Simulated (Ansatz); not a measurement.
**CH6Cl2SSi2: one species, many methods**

How much do the methods differ for CH6Cl2SSi2? The plan is to run it at one geometry with functionals of several rungs and with coupled cluster. The yardstick is the atomisation energy at the CCSD(T) limit.

Computed with Ansatz 0.2.0, Gaussian basis. Level: functionals in def2-TZVPP, the program's frozen cores in correlated methods.

The runs, in order: PBE-D4, r2SCAN-D4, PBE0-D4, B3LYP-D4, ωB97X-V, ωB97M-V, B2PLYP; CCSD(T)/def2-TZVPP; MP2/def2-QZVPP; extrapolation to the limit.

## (1) The geometry

All runs share one geometry, relaxed beforehand with PBE0-D4 in a triple-zeta def2 set.

SMILES `C[SiH](Cl)S[SiH2]Cl`, 12 atoms, charge 0, spin multiplicity 1.

Atoms are counted from 1 here; the program's logs count them from 0.

Bond lengths: C1–Si2 1.852 Å, C1–H7 1.092 Å, C1–H8 1.092 Å, C1–H9 1.093 Å, Si2–Cl3 2.059 Å, Si2–S4 2.138 Å, Si2–H10 1.478 Å, S4–Si5 2.125 Å, Si5–Cl6 2.052 Å, Si5–H11 1.476 Å, Si5–H12 1.479 Å. Angles: Si2–C1–H7 110.7°, Si2–C1–H8 110.0°, Si2–C1–H9 110.1°, H7–C1–H8 108.7°, H7–C1–H9 108.7°, H8–C1–H9 108.6°, C1–Si2–Cl3 110.0°, C1–Si2–S4 107.0°, C1–Si2–H10 112.9°, Cl3–Si2–S4 110.7°, Cl3–Si2–H10 106.2°, S4–Si2–H10 110.1°, Si2–S4–Si5 101.4°, S4–Si5–Cl6 112.2°, S4–Si5–H11 111.7°, S4–Si5–H12 105.4°, Cl6–Si5–H11 107.1°, Cl6–Si5–H12 108.6° and more.

## (2) PBE-D4 (GGA)

in.yaml

```yaml
crystal:
  periodic: [false, false, false]
  atoms:
    - {symbol: C, position_ang: [1.260455, -0.783743, -1.922762]}
    - {symbol: Si, position_ang: [0.396793, 0.242660, -0.646281]}
    - {symbol: Cl, position_ang: [1.780670, 1.207635, 0.533724]}
    - {symbol: S, position_ang: [-0.795871, -1.089954, 0.525024]}
    - {symbol: Si, position_ang: [-1.430965, 0.188430, 2.098614]}
    - {symbol: Cl, position_ang: [-2.359890, 1.878192, 1.395783]}
    - {symbol: H, position_ang: [1.899926, -1.530473, -1.448554]}
    - {symbol: H, position_ang: [1.879057, -0.145835, -2.558063]}
    - {symbol: H, position_ang: [0.528330, -1.297201, -2.550996]}
    - {symbol: H, position_ang: [-0.451878, 1.299978, -1.235113]}
    - {symbol: H, position_ang: [-0.296299, 0.631294, 2.933014]}
    - {symbol: H, position_ang: [-2.410327, -0.600992, 2.875611]}
basis:
  gaussian: {orbitals: def2-TZVPP}
hamiltonian: {xc: pbe, dispersion: d4}
output: {forces: true, orbitals: {seedname: orbitals}}
```

On the command line:

```console
ansatz run in.yaml --threads 2 --pin off --events-out ev --progress --plain --max-ram 22528MiB --backend cuda --devices 0, --max-vram 18GiB
```

After this run come: r2SCAN-D4 (meta-GGA); PBE0-D4 (hybrid); B3LYP-D4 (hybrid); ωB97X-V (range-separated); ωB97M-V (range-separated); B2PLYP (double hybrid); CCSD(T) in def2-TZVPP; MP2 in def2-QZVPP.

Q: Predict the results of all the runs planned. Wanted: atomisation energy, CCSD(T)/CBS; farthest; mean size of error, hybrid; mean size of error, range-separated; gap, smallest and largest; T1 diagnostic; triples share of the correlation energy.

As calculated:

| quantity | value |
| --- | --- |
| atomisation energy, CCSD(T)/CBS | 42.253 eV |
| functionals within 0.211 eV (0.5 %) | PBE-D4, r2SCAN-D4, PBE0-D4, ωB97M-V |
| farthest | B2PLYP (-0.896 eV) |
| mean size of error, hybrid | 0.250 eV |
| mean size of error, range-separated | 0.214 eV |
| gap, smallest and largest | 5.59 eV (PBE-D4), 12.09 eV (ωB97X-V) |
| T1 diagnostic | 0.0100 |
| triples share of the correlation energy | 4.2 % |

PBE-D4 misses by +0.143 eV. Double hybrids carry the basis error of their MP2 part in triple zeta, and no dispersion term here, so their miss is partly the set-up's. Misses under about 0.211 eV are within the doubt on the reference itself, which lacks core-valence correlation, relativity and higher excitations. Hartree-Fock recovers 75 % of the binding; the rest is correlation. The gap grows from 5.6 to 12.1 eV across the functionals, mostly with the share of exact exchange.
